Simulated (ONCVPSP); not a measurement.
# Iron: generating and testing an ONCV potential

Aim: build the potential from the settings below, then test how well it stands in for the atom: other configurations, scattering, ghost states and the plane-wave cutoff that it needs.

The numbers are computed with ONCVPSP 4.0.1.1 (patched build) (PBE, scalar-relativistic, spin-unpolarised reference atom).

### Step 1. Settings

The settings as typed:

- element: iron (Fe, Z = 26)
- type: optimised norm-conserving Vanderbilt (ONCV)
- frozen core: [Ar]
- valence charge: 8
- reference configuration: 3d6 4s1 (charge +1)
- partial waves: 4s: rc 2.30 bohr, ncon 5, nbas 8, qcut 3.1 1/bohr, 2 projectors, debl 0.9 Ha; p scattering state at 0.19 Ha: rc 1.90 bohr, ncon 4, nbas 9, qcut 4 1/bohr, 2 projectors, debl 3.8 Ha; 3d: rc 1.35 bohr, ncon 4, nbas 9, qcut 12 1/bohr, 2 projectors, debl 2.2 Ha
- local potential: polynomial inside 1.25 bohr (lpopt 5, dvloc0 0 Ha)
- core correction: Teter function, fcfact 1.5, rcfact 1.4

### Step 2. The generation run

Fe.dat

```
# ATOM AND REFERENCE CONFIGURATION
# atsym  z   nc   nv     iexc    psfile
  Fe 26.00    5    2        4      upf
#
#   n    l    f
    1    0    2.00
    2    0    2.00
    2    1    6.00
    3    0    2.00
    3    1    6.00
    3    2    6.00
    4    0    1.00
#
# PSEUDOPOTENTIAL AND OPTIMIZATION
# lmax
    2
#
#   l,   rc,      ep,       ncon, nbas, qcut
    0    2.30    0.00    5    8    3.10
    1    1.90    0.19    4    9    4.00
    2    1.35    0.00    4    9   12.00
#
# LOCAL POTENTIAL
# lloc, lpopt,  rc(5),   dvloc0
    4    5    1.25    0.00
#
# VANDERBILT-KLEINMAN-BYLANDER PROJECTORs
# l, nproj, debl
    0    2    0.90
    1    2    3.80
    2    2    2.20
#
# MODEL CORE CHARGE
# icmod, fcfact, rcfact
    3    1.50    1.40
#
# LOG DERIVATIVE ANALYSIS
# epsh1, epsh2, depsh
   -2.00    5.00    0.02
#
# OUTPUT GRID
# rlmax, drl
    6.00    0.01
#
# TEST CONFIGURATIONS
# ncnf
    4
# nvcnf
#   n    l    f
    2
    3    2    6.00
    4    0    2.00
#
    2
    3    2    6.00
    4    0    0.00
#
    2
    3    2    5.00
    4    0    0.00
#
    3
    3    2    5.00
    4    0    2.00
    4    1    1.00
#
```

Launch:

```bash
oncvpsp.x < Fe.dat > Fe.out
```

What does the calculation give? Wanted: cutoffs for 1 and 0.1 mHa per electron, occupied waves; bound ghosts; GHOST(+) flags; largest test error; largest phase difference near zero energy, channels read; rms error of d²Exc/dn², without and with the model core; projector energies reset by the program.

The runs gave:

| quantity | value |
| --- | --- |
| cutoffs for 1 and 0.1 mHa per electron, occupied waves | 54 Ha and 61 Ha |
| bound ghosts | s at -16.07 eV |
| GHOST(+) flags | p at 121 eV |
| largest test error (AE − PS) | +18 meV, for 3d6 4s0 (2 tests unsolved) |
| largest phase difference near zero energy, channels read | 0.012 rad |
| rms error of d²Exc/dn², without and with the model core | 12.21 and 9.42 mHa |
| projector energies reset by the program | p: 0.050, 3.850 Ha |

What this shows: It has a bound ghost (s), a state that the atom doesn't have, and that rules the file out. The worst unpolarised test, 3d6 4s0, is off by 18 meV on 16.2 eV; by total energies transferability rates as good where solved. Atomic tests can pass in spite of a ghost, since they solve only for the levels asked. Of the tests 2 gave no usable energy difference, which is a warning in itself. The potential is hard: the looser tolerance needs 54 Ha. At the looser tolerance the 3d wave is the slowest; 4s needs 5 Ha. Near zero energy the phases of the channels with partial waves agree within 0.012 rad. The pseudo curves have a pole with no partner nearby in the atom's: s at -0.59 Ha. The program also flags highly localised states, GHOST(+) (p). These are tests on the free atom; a crystal test is still owed.
